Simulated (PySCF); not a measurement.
# [Dy(H2O)2]3+: other functionals and bases at one geometry

The task here is to estimate one member of a computed series from the others.

Method: several levels, as the steps say, no spin–orbit coupling; program: PySCF 2.14.0.

1 further run of the same task is left out (for a known fault of the program).

### Starting geometry

7 atoms, charge 3, spin multiplicity 1.

Bond lengths: Dy1–O2 2.211 Å, Dy1–O5 2.208 Å, O2–H3 0.995 Å, O2–H4 0.995 Å, O5–H6 0.995 Å, O5–H7 0.994 Å. Angles: O2–Dy1–O5 109.8°, Dy1–O2–H3 128.9°, Dy1–O2–H4 128.4°, H3–O2–H4 102.6°, Dy1–O5–H6 128.3°, Dy1–O5–H7 129.0°, H6–O5–H7 102.7°.

As a file:

```xyz
7

Dy    0.2938   -1.0635    0.0112
O    -0.0831    0.1724    1.8050
H     0.3102    1.0519    2.0519
H    -0.6632   -0.0330    2.5870
O     0.0228    0.1582   -1.8082
H     0.3006   -0.0538   -2.7401
H    -0.4183    1.0431   -1.9069
```

Formal oxidation states: Dy +3. Each metal's 9 4f electrons lie in its core potential, so multiplicities, spins and levels count the valence alone. An earlier session relaxed this geometry at PBE0, Dy lcecp-1-SVP with ECP55, O def2-SVP, H def2-SVP (singlet, point group C1).

At PBE0 on the finer grid: E = -188.445748 Eh, HOMO -26.68 eV, LUMO -18.66 eV, Mulliken charge on Dy1 +2.22 e, largest force component 0.016 eV/Å. 

Levels to run: BP86; TPSS; PBE0, TZVP. Hardware: 2 threads of Arm Neoverse V1, shared host.

The first run:

File run.py (the lines that set the calculation):

```python
mol = gto.M(atom='''
Dy     0.29384    -1.06352     0.01117
O     -0.08310     0.17245     1.80500
H      0.31020     1.05194     2.05191
H     -0.66317    -0.03300     2.58704
O      0.02283     0.15819    -1.80820
H      0.30058    -0.05381    -2.74005
H     -0.41830     1.04310    -1.90687''',
    basis={'Dy': 'lcecp-1-SVP', 'O': 'def2-SVP', 'H': 'def2-SVP'},
    ecp={'Dy': 'lcecp-1-SVP'},
    charge=3, spin=0)
mf = dft.RKS(mol, xc='B88,P86')
mf.grids.atom_grid = (75, 302)  # f atoms: unpruned, at least (60, 302)
mf = mf.density_fit()  # fitting sets: Dy AutoAux, O def2-universal-JKFIT, H def2-universal-JKFIT
mf.conv_tol = 1e-08; mf.max_cycle = 55
mf.kernel(dm0)  # dm0: the density of the relaxed state
```

Started as:

```
> OMP_NUM_THREADS=2 python run.py
```

Among the steps run: BP86; TPSS; PBE0, TZVP.

One table of the session follows, with a row left open; its other results are not shown here.

```
              level  HOMO (eV)  gap (eV)  charge on Dy1 (e)  dipole (D)  largest force component (eV/Å)
PBE0 (relaxed here)     -26.68      8.02               2.22        3.26                            0.02
               BP86     -25.03      5.38               2.12        3.56                            0.50
               TPSS          ?         ?                  ?           ?                               ?
         PBE0, TZVP     -26.65      8.07               2.38        3.30                            0.28
```

**Question.** Estimate the row for TPSS.

**Answer.** HOMO (eV): -24.97; gap (eV): 5.58; charge on Dy1 (e): 2.16; dipole (D): 3.47; largest force component (eV/Å): 0.39. In the column «HOMO (eV)» it is the highest.

The dipole of a charged species depends on the origin, so these sizes hold for this origin alone.

In one basis the HOMO–LUMO gap runs from 5.38 eV (BP86) to 8.02 eV (PBE0). The largest leftover force, 0.50 eV/Å with BP86, stands at a geometry relaxed at another level. With 4f in the core, its levels are missing from HOMO and gap, and its count is fixed, so no charge can pass from the ligands into it. Total energies of different levels can't be compared.
